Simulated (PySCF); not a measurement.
# C₂H₇B₂N: NMR shifts and spin-spin couplings

What NMR shifts and spin-spin couplings should C₂H₇B₂N (`BN(B)C=C`) show?

The runs use PySCF 2.14.0, with density-fitted response routines of our own; the level of theory stands in each step. All values are computed, except where a source is named. Atoms count from 0, in the outputs and in this text.

## (1) Starting geometry

12 atoms, charge 0, multiplicity 1; geometry from: GFN2-xTB.

Bonds of the start (Å): B0–N1 1.42, N1–B2 1.42, N1–C3 1.41, C3–C4 1.32, B0–H5 1.17, B0–H6 1.17, B2–H7 1.17, B2–H8 1.17, C3–H9 1.08, C4–H10 1.08, C4–H11 1.08.

## (2) Shielding tensors: PBE0/pcSseg-1

The job: settings as JSON, then the geometry in Å.

```
{"job": {"kind": "nmr", "xc": "PBE0", "basis": "pcSseg-1"}, "charge": 0, "multiplicity": 1}
B      0.538276     1.710677     0.411699
N      0.360684     0.330058     0.141279
B      1.419337    -0.497806    -0.316199
C     -0.904545    -0.232882     0.415036
C     -1.475645    -1.196293    -0.288724
H     -0.334130     2.321031     0.901749
H      1.552529     2.219667     0.138521
H      2.427484    -0.001285    -0.633245
H      1.286414    -1.660755    -0.332617
H     -1.425318     0.218945     1.249911
H     -0.994959    -1.641343    -1.142464
H     -2.448929    -1.570698    -0.026841
```

Level: GIAO PBE0/pcSseg-1 NMR shielding, non-relativistic, gas phase.

Output:

```text
coarse grid: 9752 points
cycle   1  E = -184.5685443579  dE =  4.239e-01  |g| = 2.989e-01  |ddm| = 2.871e+00
cycle   2  E = -184.5684416015  dE =  1.028e-04  |g| = 3.136e-01  |ddm| = 4.835e-01
cycle   3  E = -184.5919981613  dE = -2.356e-02  |g| = 6.553e-02  |ddm| = 2.595e-01
cycle   4  E = -184.5929986882  dE = -1.001e-03  |g| = 2.457e-02  |ddm| = 7.058e-02
cycle   5  E = -184.5931378819  dE = -1.392e-04  |g| = 9.965e-03  |ddm| = 2.483e-02
cycle   6  E = -184.5931591331  dE = -2.125e-05  |g| = 1.902e-03  |ddm| = 6.633e-03
cycle   7  E = -184.5931598643  dE = -7.312e-07  |g| = 4.896e-04  |ddm| = 1.663e-03
final grid: 93432 points
cycle   8  E = -184.6193820608  dE = -3.508e-05  |g| = 6.804e-03  |ddm| = 2.599e-02
cycle   9  E = -184.6193765630  dE =  5.498e-06  |g| = 8.588e-03  |ddm| = 1.234e-02
cycle  10  E = -184.6193938329  dE = -1.727e-05  |g| = 1.493e-03  |ddm| = 6.684e-03
cycle  11  E = -184.6193943175  dE = -4.846e-07  |g| = 3.015e-04  |ddm| = 1.070e-03
cycle  12  E = -184.6193943391  dE = -2.165e-08  |g| = 1.038e-04  |ddm| = 3.100e-04
cycle  13  E = -184.6193943418  dE = -2.678e-09  |g| = 2.844e-05  |ddm| = 1.006e-04
cycle  14  E = -184.6193943420  dE = -1.926e-10  |g| = 5.711e-06  |ddm| = 2.665e-05
converged SCF energy = -184.6193943420

GIAO shielding tensors (ppm)
atom      isotropic    diamagn.    paramagn.     s11        s22        s33       span
  0 B       45.896     195.786    -149.890     -1.647     30.409    108.927    110.575
  1 N       37.088     323.289    -286.201   -113.618    -11.098    235.981    349.599
  2 B       46.266     197.185    -150.919     -4.469     33.369    109.898    114.367
  3 C       31.164     252.438    -221.274    -82.150     55.485    120.156    202.306
  4 C       74.673     255.698    -181.024    -25.959     87.505    162.474    188.433
  5 H       26.006      30.701      -4.695     23.075     26.758     28.185      5.110
  6 H       26.008      30.838      -4.830     24.072     26.526     27.428      3.356
  7 H       26.168      31.402      -5.234     24.610     26.388     27.508      2.898
  8 H       25.723      31.428      -5.706     22.275     26.152     28.740      6.465
  9 H       24.447      31.055      -6.608     22.471     23.050     27.820      5.348
 10 H       26.462      32.111      -5.649     23.663     25.751     29.972      6.309
 11 H       26.676      29.335      -2.659     25.030     25.794     29.203      4.173
```

Wall time 9.6 s (1 thread, shared host).

Shifts follow as δ = σ(reference) − σ, with reference shieldings (ppm) from runs at the same level and on the same kind of geometry: 1H TMS 31.72, 13C TMS 186.9, 15N NH3 267.7, 11B BF3·OEt2 100.1. The references are single molecules in the gas phase, so shifts against H2O, NH3, PH3, H3PO4 or CFCl3 are not on the usual liquid scales and can be off by tens of ppm. Atoms listed in one row are averaged.

```csv
atoms,environment,σ (ppm),δ (ppm),δ scaled to CDCl3
C3,alkene carbon bearing nitrogen,31.2,155.8,150.1
C4,β carbon of an enol-ether or enamine type C=C,74.7,112.3,107.6
H9,hydrogen on an alkene carbon bearing nitrogen,24.45,7.27,6.96
"H5, H6, H7, H8",hydrogen on a boron bonded to N,25.98,5.74,–
H10,hydrogen on a β carbon of an enol-ether or enamine type C=C,26.46,5.25,5.06
H11,hydrogen on a β carbon of an enol-ether or enamine type C=C,26.68,5.04,4.86
"B0, B2","boron bonded to N, 2 H",46.1,54.0,–
N1,enamine nitrogen,37.1,230.6,–
```

The scaled column applies a straight-line fit of computed shieldings to shifts measured in CDCl3 (root-mean-square error 0.16 ppm for H, 1.9 ppm for C).

Charges from the same density, by scheme (e):

```csv
atoms,Mulliken,IAO,Hirshfeld,ESP fit
"B0, B2",0.20,0.06,0.15,0.18
N1,-0.60,-0.26,-0.13,0.06
C3,0.04,-0.03,0.01,-0.13
C4,-0.18,-0.34,-0.11,-0.50
```

Mayer bond orders: B0–N1 1.16, N1–B2 1.15, N1–C3 0.94, C3–C4 1.98.

## (3) Spin-spin couplings: B3LYP/pcJ-1

The job, as its differences from that of step 2:

```diff
@@ -1,2 +1,2 @@
-{"job": {"kind": "nmr", "xc": "PBE0", "basis": "pcSseg-1"}, "charge": 0, "multiplicity": 1}
+{"job": {"kind": "j", "xc": "B3LYP", "basis": "pcJ-1"}, "charge": 0, "multiplicity": 1}
 B      0.538276     1.710677     0.411699
```

Method: B3LYP/pcJ-1 indirect spin-spin coupling, non-relativistic, gas phase.

Output:

```text
coarse grid: 9752 points
cycle   1  E = -184.8409496830  dE =  3.530e-01  |g| = 3.630e-01  |ddm| = 2.706e+00
cycle   2  E = -184.8333570471  dE =  7.593e-03  |g| = 4.065e-01  |ddm| = 5.659e-01
cycle   3  E = -184.8723448456  dE = -3.899e-02  |g| = 8.216e-02  |ddm| = 3.236e-01
cycle   4  E = -184.8737920454  dE = -1.447e-03  |g| = 3.094e-02  |ddm| = 7.889e-02
cycle   5  E = -184.8740090223  dE = -2.170e-04  |g| = 1.259e-02  |ddm| = 3.102e-02
cycle   6  E = -184.8740438038  dE = -3.478e-05  |g| = 2.953e-03  |ddm| = 9.018e-03
cycle   7  E = -184.8740455046  dE = -1.701e-06  |g| = 7.490e-04  |ddm| = 2.295e-03
final grid: 93432 points
cycle   8  E = -184.9101693170  dE = -8.756e-05  |g| = 5.958e-03  |ddm| = 2.040e-02
cycle   9  E = -184.9101623187  dE =  6.998e-06  |g| = 8.164e-03  |ddm| = 9.682e-03
cycle  10  E = -184.9101773808  dE = -1.506e-05  |g| = 1.166e-03  |ddm| = 5.695e-03
cycle  11  E = -184.9101775972  dE = -2.165e-07  |g| = 5.680e-04  |ddm| = 1.016e-03
cycle  12  E = -184.9101776670  dE = -6.975e-08  |g| = 1.656e-04  |ddm| = 4.696e-04
cycle  13  E = -184.9101776741  dE = -7.093e-09  |g| = 2.926e-05  |ddm| = 1.374e-04
cycle  14  E = -184.9101776743  dE = -1.962e-10  |g| = 6.208e-06  |ddm| = 2.675e-05
converged SCF energy = -184.9101776743

Indirect spin-spin couplings (Hz)
  i      j    bonds     total        FC       PSO       DSO        SD
  0 B    1 N    1    -22.546   -25.254     2.990    -0.086    -0.196
  0 B    2 B    2      2.562     2.524     0.065    -0.139     0.113
  0 B    3 C    2      1.104     1.235    -0.051    -0.057    -0.023
  0 B    4 C    3      3.313     3.118     0.347    -0.128    -0.024
  0 B    5 H    1    136.828   137.089    -1.379     0.609     0.510
  0 B    6 H    1    143.280   143.496    -1.352     0.590     0.545
  0 B    7 H    3      5.161     5.298    -0.066    -0.069    -0.002
  0 B    8 H    3      5.638     5.711     0.546    -0.608    -0.011
  0 B    9 H    3      3.799     4.048    -0.221    -0.018    -0.010
  0 B   10 H    4     -0.733    -0.699     0.417    -0.417    -0.033
  0 B   11 H    4     -0.383    -0.341     0.445    -0.456    -0.030
  1 N    2 B    1    -22.414   -25.052     2.907    -0.088    -0.181
  1 N    3 C    1     -9.904   -10.808     1.362    -0.098    -0.359
  1 N    4 C    2     -0.435    -0.736     0.400     0.020    -0.119
  1 N    5 H    2     -1.193    -1.720     0.464     0.067    -0.004
  1 N    6 H    2     -4.483    -5.040     0.497     0.061    -0.000
  1 N    7 H    2     -4.604    -5.142     0.483     0.057    -0.002
  1 N    8 H    2     -0.981    -1.490     0.449     0.060     0.001
  1 N    9 H    2     -4.108    -4.310     0.088     0.101     0.014
  1 N   10 H    3     -3.070    -3.267     0.144     0.009     0.044
  1 N   11 H    3     -6.052    -6.128    -0.080     0.207    -0.050
  2 B    3 C    2      0.804     0.938    -0.026    -0.068    -0.040
  2 B    4 C    3      3.582     3.630     0.095    -0.025    -0.117
  2 B    5 H    3      5.665     5.739     0.554    -0.614    -0.014
  2 B    6 H    3      5.179     5.307    -0.060    -0.067    -0.002
  2 B    7 H    1    141.173   141.405    -1.377     0.603     0.542
  2 B    8 H    1    139.664   139.882    -1.406     0.640     0.547
  2 B    9 H    3      3.690     3.789     0.643    -0.706    -0.036
  2 B   10 H    4     -0.379    -0.328    -0.297     0.226     0.020
  2 B   11 H    4     -0.558    -0.464     0.438    -0.479    -0.053
  3 C    4 C    1     85.325    94.694    -9.534     0.166         -
  3 C    5 H    3      8.793     8.810    -0.105     0.088         -
  3 C    6 H    3      8.862     8.911     0.368    -0.418         -
  3 C    7 H    3      7.889     7.957     0.362    -0.430         -
  3 C    8 H    3      5.252     5.380    -0.149     0.021         -
  3 C    9 H    1    177.243   176.281     0.047     0.914         -
  3 C   10 H    2     -5.204    -3.344    -1.369    -0.491         -
  3 C   11 H    2      4.122     5.888    -1.278    -0.488         -
  4 C    5 H    4      0.222     0.196     0.282    -0.257         -
  4 C    6 H    4      1.108     1.105     0.334    -0.331         -
  4 C    8 H    4      1.556     1.599    -0.177     0.134         -
  4 C    9 H    2      5.594     7.075    -0.938    -0.544         -
  4 C   10 H    1    162.109   160.961     0.524     0.624         -
  4 C   11 H    1    169.047   167.916     0.563     0.567         -
  5 H    6 H    2     10.063    10.151     2.035    -2.122         -
  5 H    7 H    4      0.809     0.923     1.202    -1.316         -
  5 H    8 H    4      2.219     2.331     1.388    -1.500         -
  5 H    9 H    4     -0.192    -0.238    -1.313     1.360         -
  6 H    7 H    4      1.133     1.136    -0.956     0.954         -
  6 H    8 H    4      0.858     0.970     1.178    -1.289         -
  6 H    9 H    4     -0.334    -0.206     1.245    -1.373         -
  6 H   11 H    5      0.292     0.378     1.160    -1.247         -
  7 H    8 H    2     10.630    10.706     1.995    -2.071         -
  7 H    9 H    4      0.438     0.533     1.628    -1.722         -
  8 H    9 H    4     -0.651    -0.522     1.413    -1.542         -
  9 H   10 H    3     15.972    16.468     2.866    -3.363         -
  9 H   11 H    3      9.550     9.948     0.259    -0.657         -
 10 H   11 H    2     -1.931    -2.196     3.875    -3.610         -
```

Run time: 26 s. Hardware: 1 thread, shared host.

A choice of the couplings up to four bonds, sorted by the number of bonds, with means over like pairs; isotopes 11B, 13C, 1H, 15N:

```csv
pair,bonds,J (Hz),Fermi contact (Hz),dihedral (°)
C3–H9,1,177.2,176.3,–
C4–H11,1,169.0,167.9,–
C4–H10,1,162.1,161.0,–
B0–H5,1,140.2,140.5,–
C3–C4,1,85.3,94.7,–
B0–N1,1,-22.5,-25.2,–
N1–C3,1,-9.9,-10.8,–
H5–H6,2,10.3,10.4,–
C4–H9,2,5.6,7.1,–
C3–H10,2,-5.2,-3.3,–
C3–H11,2,4.1,5.9,–
N1–H9,2,-4.1,-4.3,–
N1–H5,2,-2.8,-3.3,–
B0–B2,2,2.6,2.5,–
H10–H11,2,-1.9,-2.2,–
H9–H10,3,16.0,16.5,178
H9–H11,3,9.6,9.9,-2
C3–H5,3,7.7,7.8,–
N1–H11,3,-6.1,-6.1,-179
B0–H7,3,5.4,5.5,–
B0–H9,3,3.7,3.9,–
B0–C4,3,3.4,3.4,–
N1–H10,3,-3.1,-3.3,1
H5–H7,4,1.3,1.3,–
```

The spin-dipole term was solved for some atoms only; pairs without it lack that part.

Quadrupole couplings from the field gradients of the same density:

```csv
atom,isotope,eQq/h (MHz),η
B2,11B,4.787,0.26
B0,11B,4.752,0.24
N1,14N,1.553,0.77
```

Shifts (PBE0/pcSseg-1, scaled to CDCl3 for protons on carbon, raw for the others) and these couplings together give the proton spectrum at 300 MHz below. H–H couplings in it are scaled by factors fitted to measured ones, so they differ from the table. Couplings to quadrupolar nuclei are left out.

1H NMR δ 6.96 (dd, J = 14.6, 8.7 Hz, 1H), 5.74 (br, 4H), 5.06 (dd, J = 14.6, 1.8 Hz, 1H), 4.86 (dd, J = 8.7, 1.8 Hz, 1H).

## (4) Summary of results

| quantity | value |
| --- | --- |
| 13C shifts against TMS (PBE0/pcSseg-1) | 155.8, 112.3 ppm |
| 1H shifts against TMS (PBE0/pcSseg-1, means over atoms taken as alike) | 7.27, 5.74, 5.25, 5.04 ppm |
| 11B shifts against BF3·OEt2 (PBE0/pcSseg-1, means over atoms taken as alike) | 54.0 ppm |
| 15N shifts against NH3 (PBE0/pcSseg-1) | 230.6 ppm |
| largest coupling of the table (B3LYP/pcJ-1) | 1J(C,H) C3–H9, 177.2 Hz |

In words: The most deshielded carbon is C3 (alkene carbon bearing nitrogen), at 155.8 ppm: an sp2 carbon further deshielded by the attached heteroatom. The most deshielded hydrogen is H9 (hydrogen on an alkene carbon bearing nitrogen), at 7.27 ppm: attached to an sp2 carbon and in the plane of the double bond. At PBE0/pcSseg-1: The widest tensor belongs to N1: span 350 ppm, with a paramagnetic part of -286 ppm. Of the pairs tabulated at B3LYP/pcJ-1, C3–H9 couples most strongly (177.2 Hz; Fermi contact 176.3 Hz). Couplings across rotatable bonds belong to this one conformer; where others are populated, the observed values are averages.
